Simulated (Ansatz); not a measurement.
# CH₇ClOSi: geometry optimisation

Aim: relax CH₇ClOSi at this level.

Program: Ansatz 0.2.0. Level of theory: RKS PBE-D4/def2-SVPD. These are calculated values, not measurements.

2 further runs of the same task are left out: 2 set aside as unsound or not needed.

## Step 1: Starting geometry

11 atoms, charge 0, spin multiplicity 1.

Atoms are counted from 1 here; the program's logs count them from 0.

Bond lengths: Cl1–H2 1.346 Å, C3–O4 1.431 Å, C3–H6 1.110 Å, C3–H7 1.105 Å, C3–H8 1.110 Å, O4–Si5 1.710 Å, Si5–H9 1.494 Å, Si5–H10 1.503 Å, Si5–H11 1.503 Å. Angles: O4–C3–H6 110.8°, O4–C3–H7 107.6°, O4–C3–H8 111.0°, H6–C3–H7 109.1°, H6–C3–H8 109.3°, H7–C3–H8 109.0°, C3–O4–Si5 122.2°, O4–Si5–H9 104.8°, O4–Si5–H10 109.2°, O4–Si5–H11 109.2°, H9–Si5–H10 112.1°, H9–Si5–H11 112.0°, H10–Si5–H11 109.4°.

As a file:

```mol
CH7ClOSi
  3D, bonds by distance, orders not assigned

 11  9  0  0  0  0  0  0  0  0999 V2000
    0.4753   -0.2913   -3.1742 Cl  0  0
    0.2636   -0.1220   -1.8553 H   0  0
    0.7276   -1.0775    0.4720 C   0  0
    0.0759   -0.0198   -0.2372 O   0  0
   -0.8726    1.1603    0.5582 Si  0  0
    1.4786   -0.6726    1.1824 H   0  0
    1.2405   -1.7133   -0.2727 H   0  0
   -0.0082   -1.6946    1.0295 H   0  0
   -1.3613    2.0554   -0.5331 H   0  0
   -0.0161    1.8945    1.5515 H   0  0
   -2.0033    0.4808    1.2788 H   0  0
  1  2  8  0
  3  4  8  0
  3  6  8  0
  3  7  8  0
  3  8  8  0
  4  5  8  0
  5  9  8  0
  5 10  8  0
  5 11  8  0
M  END
```

## Step 2: Relaxation

Input file input.yaml:

```yaml
crystal:
  periodic: [false, false, false]
  atoms:
    - { symbol: Cl, position_ang: [0.475339, -0.291253, -3.17416] }
    - { symbol: H, position_ang: [0.263635, -0.121975, -1.855294] }
    - { symbol: C, position_ang: [0.727572, -1.077496, 0.472046] }
    - { symbol: O, position_ang: [0.075853, -0.019817, -0.23719] }
    - { symbol: Si, position_ang: [-0.87263, 1.160315, 0.558212] }
    - { symbol: H, position_ang: [1.478557, -0.672599, 1.182357] }
    - { symbol: H, position_ang: [1.24048, -1.713278, -0.272655] }
    - { symbol: H, position_ang: [-0.008227, -1.694612, 1.029497] }
    - { symbol: H, position_ang: [-1.361319, 2.055389, -0.533134] }
    - { symbol: H, position_ang: [-0.016053, 1.89449, 1.551517] }
    - { symbol: H, position_ang: [-2.003308, 0.480836, 1.278802] }
basis:
  gaussian: { orbitals: def2-SVPD }
hamiltonian:
  xc: pbe
  dispersion: d4
output:
  forces: true
relax:
  f_tol: 0.003
  max_steps: 120
```

Run with:

```sh
ansatz run input.yaml --threads 1 --pin off --max-ram 2560MiB --backend cpu --events-out ev --progress --plain --runs-dir out
```

**Question.** What will these runs give? Wanted: energy gained; root mean square move; dipole moment.

**Answer**, as computed:

```
             quantity      value
        energy gained  0.0001 eV
root mean square move    0.025 Å
        dipole moment     4.09 D
```

**Reading.** Bond lengths: Cl1–H2 1.345 Å, C3–O4 1.430 Å, C3–H6 1.110 Å, C3–H7 1.105 Å, C3–H8 1.110 Å, O4–Si5 1.710 Å, Si5–H9 1.493 Å, Si5–H10 1.502 Å, Si5–H11 1.502 Å. Angles: O4–C3–H6 110.9°, O4–C3–H7 107.6°, O4–C3–H8 110.9°, H6–C3–H7 109.0°, H6–C3–H8 109.2°, H7–C3–H8 109.0°, C3–O4–Si5 122.2°, O4–Si5–H9 104.8°, O4–Si5–H10 109.2°, O4–Si5–H11 109.2°, H9–Si5–H10 112.1°, H9–Si5–H11 112.1°, H10–Si5–H11 109.5°. No frequencies were computed here.
